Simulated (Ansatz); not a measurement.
# CH₄Cl₂SSi: basis-set convergence

One table from this session's results is given with a row withheld; the runs are named, their logs left out.

Program: Ansatz 0.2.0, Gaussian basis. Level of theory: one geometry, several basis sets. These are calculated values, not measurements.

Plan: PBE0-D4/def2-SVP; ωB97M-V/def2-SVP; PBE0-D4/def2-QZVPP; ωB97M-V/def2-QZVPP; CCSD(T)/cc-pV(D+d)Z; CCSD(T)/cc-pV(T+d)Z; CCSD(T)/cc-pV(Q+d)Z; the functionals' def2-TZVPP values are taken from earlier runs.

### Structure used throughout

The geometry comes from an earlier relaxation with PBE0-D4 in a triple-zeta def2 set; it is a stationary point, not always the lowest conformer.

SMILES `CS[SiH](Cl)Cl`, 9 atoms, charge 0, spin multiplicity 1.

Atoms are counted from 1 here; the program's logs count them from 0.

Bond lengths: C1–S2 1.817 Å, C1–H6 1.089 Å, C1–H7 1.089 Å, C1–H8 1.089 Å, S2–Si3 2.099 Å, Si3–Cl4 2.048 Å, Si3–Cl5 2.048 Å, Si3–H9 1.473 Å. Angles: S2–C1–H6 110.7°, S2–C1–H7 110.7°, S2–C1–H8 106.2°, H6–C1–H7 110.4°, H6–C1–H8 109.3°, H7–C1–H8 109.3°, C1–S2–Si3 100.1°, S2–Si3–Cl4 111.8°, S2–Si3–Cl5 111.8°, S2–Si3–H9 108.1°, Cl4–Si3–Cl5 106.5°, Cl4–Si3–H9 109.3°, Cl5–Si3–H9 109.3°.

Set-up of the first run:

in.yaml reads:

```yaml
crystal:
  periodic: [false, false, false]
  atoms:
    - {symbol: C, position_ang: [-1.112098, 0.037907, 1.049268]}
    - {symbol: S, position_ang: [0.321690, 1.111880, 0.744887]}
    - {symbol: Si, position_ang: [1.166613, 0.139378, -0.912069]}
    - {symbol: Cl, position_ang: [1.679828, -1.795177, -0.477760]}
    - {symbol: Cl, position_ang: [-0.136476, 0.055039, -2.489822]}
    - {symbol: H, position_ang: [-1.781410, 0.036020, 0.190324]}
    - {symbol: H, position_ang: [-0.791430, -0.976031, 1.283572]}
    - {symbol: H, position_ang: [-1.630279, 0.459782, 1.909202]}
    - {symbol: H, position_ang: [2.372161, 0.884803, -1.314702]}
basis:
  gaussian: {orbitals: def2-SVP}
hamiltonian: {xc: pbe0, dispersion: d4}
output: {orbitals: {seedname: orbitals}}
```

Launch:

```bash
ansatz run in.yaml --threads 2 --pin off --events-out ev --progress --plain --max-ram 32768MiB --backend cpu
```

Among the steps run: PBE0-D4 in def2-SVP; ωB97M-V in def2-SVP; PBE0-D4 in def2-QZVPP; ωB97M-V in def2-QZVPP.

One of the session's tables, all rows but one given; the rest of the session is left out.

```
functional       basis  HOMO (eV)  LUMO (eV)
   PBE0-D4    def2-SVP      -7.44      -0.05
   PBE0-D4  def2-TZVPP          ?          ?
   PBE0-D4  def2-QZVPP      -7.52      -0.62
   ωB97M-V    def2-SVP      -9.58       2.05
   ωB97M-V  def2-TZVPP      -9.67       1.51
   ωB97M-V  def2-QZVPP      -9.71       1.13
```

**Question.** Estimate the row for PBE0-D4, def2-TZVPP.

As computed: HOMO (eV): -7.50; LUMO (eV): -0.45. In the column «HOMO (eV)» it lies between PBE0-D4, def2-QZVPP (-7.52) and PBE0-D4, def2-SVP (-7.44).
